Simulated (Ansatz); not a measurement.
# BH₃OSe (SMILES B[Se]O): one structure at several levels

The atoms stand at a structure displaced at random from a GFN2-xTB minimum. How far do the functionals agree with CCSD(T) there?

Program: Ansatz 0.2.0, Gaussian basis. Level of theory: single points in def2-TZVPP. These are calculated values, not measurements.

Cores are frozen in the correlated methods. Filled d shells of the heavier atoms are correlated.

### 1 Starting geometry

SMILES `B[Se]O`, 6 atoms, charge 0, spin multiplicity 1.

Atoms are counted from 1 here; the program's logs count them from 0.

Bond lengths: B1–Se2 1.851 Å, B1–H4 1.154 Å, B1–H5 1.125 Å, Se2–O3 1.816 Å, O3–H6 0.941 Å. Angles: Se2–B1–H4 115.9°, Se2–B1–H5 121.9°, H4–B1–H5 122.1°, B1–Se2–O3 102.7°, Se2–O3–H6 108.0°.

Coordinates:

```xyz
6
BH3OSe
B    -0.8827   -0.0673   -0.5879
Se    0.4624   -1.1069    0.1448
O     1.2769    0.0440    1.2895
H    -1.5722   -0.5964   -1.3477
H    -1.0007    1.0214   -0.3295
H     1.7080    0.7063    0.7788
```

### 2 CCSD(T)/def2-TZVPP

Contents of run/in.yaml:

```yaml
crystal:
  periodic: [false, false, false]
  atoms:
    - {symbol: B, position_ang: [-0.882700, -0.067300, -0.587900]}
    - {symbol: Se, position_ang: [0.462400, -1.106900, 0.144800]}
    - {symbol: O, position_ang: [1.276900, 0.044000, 1.289500]}
    - {symbol: H, position_ang: [-1.572200, -0.596400, -1.347700]}
    - {symbol: H, position_ang: [-1.000700, 1.021400, -0.329500]}
    - {symbol: H, position_ang: [1.708000, 0.706300, 0.778800]}
basis:
  gaussian: {orbitals: def2-TZVPP}
correlation: {method: ccsd_t}
output: {forces: true}
```

No record of the launch command was kept for these runs.

### 3 PBE0-D4/def2-TZVPP

run/in.yaml, as its differences from that of step 2:

```diff
@@ -11,3 +11,3 @@
   gaussian: {orbitals: def2-TZVPP}
-correlation: {method: ccsd_t}
-output: {forces: true}
+hamiltonian: {xc: pbe0, dispersion: d4}
+output: {forces: true, orbitals: {seedname: orbitals}}
```

### 4 wB97M-V/def2-TZVPP

run/in.yaml, as its differences from that of step 3:

```diff
@@ -11,3 +11,3 @@
   gaussian: {orbitals: def2-TZVPP}
-hamiltonian: {xc: pbe0, dispersion: d4}
-output: {forces: true, orbitals: {seedname: orbitals}}
+hamiltonian: {xc: {name: wB97M-V}}
+output: {forces: true}
```

### 5 r2SCAN-D4/def2-TZVPP

run/in.yaml, as its differences from that of step 4:

```diff
@@ -11,3 +11,3 @@
   gaussian: {orbitals: def2-TZVPP}
-hamiltonian: {xc: {name: wB97M-V}}
+hamiltonian: {xc: r2scan, dispersion: d4}
 output: {forces: true}
```

### 6 PBE-D4/def2-TZVPP

run/in.yaml, as its differences from that of step 5:

```diff
@@ -11,3 +11,3 @@
   gaussian: {orbitals: def2-TZVPP}
-hamiltonian: {xc: r2scan, dispersion: d4}
+hamiltonian: {xc: pbe, dispersion: d4}
 output: {forces: true}
```

### 7 BHLYP-D4/def2-TZVPP

run/in.yaml, as its differences from that of step 6:

```diff
@@ -11,3 +11,3 @@
   gaussian: {orbitals: def2-TZVPP}
-hamiltonian: {xc: pbe, dispersion: d4}
+hamiltonian: {xc: {name: BHLYP}, dispersion: d4}
 output: {forces: true}
```

### 8 HSE06-D4/def2-TZVPP

run/in.yaml, as its differences from that of step 7:

```diff
@@ -11,3 +11,3 @@
   gaussian: {orbitals: def2-TZVPP}
-hamiltonian: {xc: {name: BHLYP}, dispersion: d4}
+hamiltonian: {xc: hse06, dispersion: d4}
 output: {forces: true}
```

(Steps that only read results are left out.)

Q: Predict the outcome of this session. Wanted: energy less free atoms, CCSD(T)/def2-TZVPP; RMS force component; RMS force error; HOMO and LUMO, PBE0-D4; T1 diagnostic.

The runs gave:

| quantity | value |
| --- | --- |
| energy less free atoms, CCSD(T)/def2-TZVPP | -1811.7 kJ/mol |
| RMS force component | 0.554 to 0.831 eV/Å over the methods |
| RMS force error | PBE0-D4 0.101, wB97M-V 0.082, r2SCAN-D4 0.090, PBE-D4 0.234, BHLYP-D4 0.264, HSE06-D4 0.099 eV/Å |
| HOMO and LUMO, PBE0-D4 | -7.68 and -1.45 eV |
| T1 diagnostic | 0.014 |

**Reading.** Against CCSD(T) the functionals' energies less atoms differ by -108.5 to +19.2 kJ/mol, PBE-D4 by -108.5 kJ/mol. A larger basis would deepen the CCSD(T) value, while the functionals are nearly converged already, so the order here is not reliable. For forces wB97M-V does best and BHLYP-D4 worst. Frozen-core CCSD(T) forces in triple zeta carry basis errors of their own, and this is one geometry, so small gaps rank nothing.
